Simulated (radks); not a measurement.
# Rb⁴⁺ in [Ar] 3d10 4s2 4p2 5p1: an all-electron calculation

The task here is to estimate one member of a computed series from the others.

Method: scalar-relativistic Kohn-Sham, r2SCAN, spin-polarised, spherical densities, finite nucleus; open shells are filled with parallel spins first. Code: radks (a radial shooting solver on a logarithmic mesh, Libxc functionals) version 1.

## The system

| Quantity | Value |
| --- | --- |
| element | rubidium (Z = 37) |
| charge | +4 |
| electrons | 33 |
| configuration | [Ar] 3d10 4s2 4p2 5p1 |
| nuclear rms radius | 4.2036 fm |

Outer shells as boxes (Hund's rule):

Rb⁴⁺
```
[Ar] core
3d [↑↓][↑↓][↑↓][↑↓][↑↓]
4s [↑↓]
4p [↑ ][↑ ][  ]
5p [↑ ][  ][  ]
```

Set-up of the first run:

Settings of this run:

```text
Z 37
configuration [Ar] 3d10 4s2 4p2 5p1
relativity scalar-relativistic
functional r2scan,r2scan
spin polarised
nucleus finite rms 4.2036 fm
c 137.035999084
```

Among the steps run: Self-consistent calculation.

One table of the session follows, with a row left open; its other results are not shown here.

It belongs to the step «Radial structure». Sizes of the orbitals, from the radial functions (bohr):

| level | <r> | outermost maximum (interpolated) | 90 % within | nodes |
| --- | --- | --- | --- | --- |
| 1s up | 0.04030 | 0.0263 | 0.0721 | 0 |
| 1s down | 0.04030 | 0.0263 | 0.0721 | 0 |
| 2s up | 0.1777 | 0.149 | 0.275 | 1 |
| 2s down | 0.1776 | 0.149 | 0.275 | 1 |
| 2p up | 0.1551 | 0.120 | 0.253 | 0 |
| 2p down | 0.1551 | 0.120 | 0.253 | 0 |
| 3s up | 0.5087 | 0.450 | 0.755 | 2 |
| 3s down | 0.5088 | 0.450 | 0.755 | 2 |
| 3p up | 0.5170 | 0.446 | 0.785 | 1 |
| 3p down | 0.5167 | 0.446 | 0.785 | 1 |
| 3d up | 0.5222 | 0.394 | 0.848 | 0 |
| 3d down | 0.5203 | 0.394 | 0.843 | 0 |
| 4s up | 1.338 | 1.21 | 1.93 | 3 |
| 4s down | ? | ? | ? | ? |
| 4p up | 1.474 | 1.32 | 2.15 | 2 |
| 4p down | 1.470 | 1.32 | 2.14 | 2 |
| 5p up | 3.279 | 3.14 | 4.59 | 3 |

Q: Estimate the row for 4s down from the others.

As computed: <r>: 1.340; outermost maximum (interpolated): 1.21; 90 % within: 1.94; nodes: 3. In the column «<r>» it lies between 4s up (1.338) and 4p down (1.470).
